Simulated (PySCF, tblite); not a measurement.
# C₃H₁₀N₂Si: geometry, infrared bands and NMR shifts

Wanted: the infrared bands and NMR shifts of C₃H₁₀N₂Si (`C=N[SiH2]CCN`), by calculation.

The runs use tblite 0.8.0 and PySCF 2.14.0, with density-fitted response routines of our own; the level of theory stands in each step. All values are computed, except where a source is named. Atoms count from 0, in the outputs and in this text.

### 1 Starting geometry

16 atoms, charge 0, multiplicity 1; geometry from: force field or distance geometry start.

Bonds of the start (Å): C0–N1 1.29, N1–Si2 1.76, Si2–C3 1.87, C3–C4 1.51, C4–N5 1.47, C0–H6 1.10, C0–H7 1.08, Si2–H8 1.47, Si2–H9 1.45, C3–H10 1.12, C3–H11 1.11, C4–H12 1.12, C4–H13 1.10, N5–H14 1.07, N5–H15 1.04.

### 2 Geometry optimisation with GFN2-xTB

The job: settings as JSON, then the geometry in Å.

```
{"job": {"kind": "relax", "xc": "GFN2-xTB", "basis": "xTB"}, "charge": 0, "multiplicity": 1}
C      3.199700     1.013500     0.294800
N      1.997800     0.616500     0.541500
Si     0.997500    -0.182600    -0.664400
C     -0.810800     0.173700    -0.348300
C     -1.503300    -0.936900     0.407100
N     -2.898500    -0.496700     0.565300
H      3.721000     1.495200     1.131400
H      3.673700     0.914500    -0.668700
H      1.328500     0.390600    -1.976600
H      1.292900    -1.604200    -0.742500
H     -0.919100     1.099200     0.267900
H     -1.339600     0.342900    -1.309600
H     -1.587800    -1.861200    -0.218800
H     -1.034800    -1.216400     1.359000
H     -2.978800     0.156800     1.404700
H     -3.145800     0.103900    -0.251700
```

Started as:

```sh
$ OMP_NUM_THREADS=1 python probes_run.py task.json out
```

One launch serves the whole session: the jobs run in the order shown.

**Question.** This job is followed by: GFN2-xTB harmonic vibrations, gas phase; GIAO PBE0/pcSseg-1 NMR shielding, non-relativistic, gas phase. What will the session give for the following? strongest single infrared mode (GFN2-xTB); zero-point energy (GFN2-xTB); 13C shifts against TMS (PBE0/pcSseg-1); 1H shifts against TMS (PBE0/pcSseg-1, means over atoms taken as alike); 15N shifts against NH3 (PBE0/pcSseg-1); 29Si shifts against TMS (PBE0/pcSseg-1); surface potential, 1st and 99th percentile.

As calculated:

```
                                                              quantity                                   value
                             strongest single infrared mode (GFN2-xTB)                   2178 cm⁻¹, 388 km/mol
                                          zero-point energy (GFN2-xTB)                           79.9 kcal/mol
                                13C shifts against TMS (PBE0/pcSseg-1)                   170.3, 46.1, 28.2 ppm
1H shifts against TMS (PBE0/pcSseg-1, means over atoms taken as alike)  8.72, 8.62, 4.92, 3.00, 0.78, 0.66 ppm
                                15N shifts against NH3 (PBE0/pcSseg-1)                         426.5, 57.9 ppm
                               29Si shifts against TMS (PBE0/pcSseg-1)                               -36.8 ppm
                                 surface potential, 1st and 99th percentile                      -1.84 V and 1.21 V
```

What this shows: Relaxing lowered the energy by 0.473 eV in 100 steps; the close pair that moved most is N5–H14, from 1.067 to 1.015 Å. The lowest mode is imaginary (39i cm⁻¹), so the xTB geometry is not a minimum. The strongest single mode, at 2178 cm⁻¹, moves mainly H8. Unscaled tight-binding wavenumbers are off by several per cent, some by more. Its intensities can rank the bands wrongly. At PBE0/pcSseg-1: Shielding is most anisotropic at N1 (span 868 ppm, paramagnetic term -491 ppm). By nearest atom (PBE0/pcSseg-1), the HOMO sits on N5 61 %; C3 10 % and the LUMO on C0 36 %; N1 33 %.
